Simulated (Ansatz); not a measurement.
# CH5Ga: the cost of one run

Computed with Ansatz 0.2.0, Gaussian basis. Level: PBE0-D4/def2-TZVP structures, single points in def2-TZVPP, no counterpoise correction.

Levels: SPW92, PBE-D4, BLYP-D4, r2SCAN-D4, B97M-V, PBE0-D4, B3LYP-D4, r2SCAN0-D4, BHLYP-D4, CAM-B3LYP-D4, wB97X-V, wB97M-V, B2PLYP, PBE-QIDH, RPA on PBE, Hartree-Fock, MP2, CCSD, CCSD(T).

Correlated methods freeze the cores. Filled d shells of the heavier atoms are correlated. B3LYP uses VWN-RPA correlation. B2PLYP carries no dispersion term here.

94 further runs of the same task are left out: 94 set aside as unsound or not needed. Runs told in other sessions of the task aren't counted.

### Step 1. Where the work starts

The complex: 10 atoms, charge 0, spin multiplicity 1.

Atoms are counted from 1 here; the program's logs count them from 0.

Bond lengths: Ga1–C2 1.982 Å, Ga1–H3 1.580 Å, Ga1–H4 1.580 Å, Ga1–Se6 2.738 Å, C2–H7 1.094 Å, C2–H8 1.092 Å, C2–H9 1.092 Å, H5–Se6 1.469 Å, Se6–H10 1.469 Å. Angles: C2–Ga1–H3 119.5°, C2–Ga1–H4 119.5°, C2–Ga1–Se6 100.2°, H3–Ga1–H4 118.0°, H3–Ga1–Se6 93.5°, H4–Ga1–Se6 93.5°, Ga1–C2–H7 109.3°, Ga1–C2–H8 111.9°, Ga1–C2–H9 111.9°, H7–C2–H8 107.4°, H7–C2–H9 107.4°, H8–C2–H9 108.8°, Ga1–Se6–H5 97.2°, Ga1–Se6–H10 97.1°, H5–Se6–H10 91.4°.

As a file:

```
Ga   -0.7868   -0.0523   -0.8398
C     0.6123    1.2598   -0.3404
H    -0.5114   -1.0758   -2.0120
H    -2.2883    0.2150   -0.4255
H     1.0571   -2.0009    1.0220
Se   -0.4074   -1.9328    1.1141
H     0.5907    2.0979   -1.0434
H     1.6128    0.8238   -0.3829
H     0.4489    1.6682    0.6594
H    -0.3281   -1.0029    2.2485
```

Its parts: CH₅Ga holds atoms 1, 2, 3, 4, 7, 8, 9; H₂Se holds atoms 5, 6, 10. Each part counts its atoms afresh in its own runs.

### Step 2. Relaxing CH₅Ga alone

The input, relax-a/in.yaml:

```yaml
crystal:
  periodic: [false, false, false]
  atoms:
    - {symbol: Ga, position_ang: [-0.786841, -0.052271, -0.839831]}
    - {symbol: C, position_ang: [0.612303, 1.259817, -0.340354]}
    - {symbol: H, position_ang: [-0.511400, -1.075784, -2.012033]}
    - {symbol: H, position_ang: [-2.288333, 0.215008, -0.425467]}
    - {symbol: H, position_ang: [0.590715, 2.097879, -1.043428]}
    - {symbol: H, position_ang: [1.612840, 0.823806, -0.382916]}
    - {symbol: H, position_ang: [0.448888, 1.668246, 0.659375]}
basis:
  gaussian: {orbitals: def2-TZVP}
hamiltonian: {xc: pbe0, dispersion: d4}
relax: {f_tol: 0.005, max_steps: 200}
```

Command:

```
$ ansatz run in.yaml --threads 8 --pin off --events-out ev --progress --plain --max-ram 19148MiB
```

**Question.** How long does this run take on 8 threads of Intel Xeon 6975P-C, shared host?

About 1.6 s.
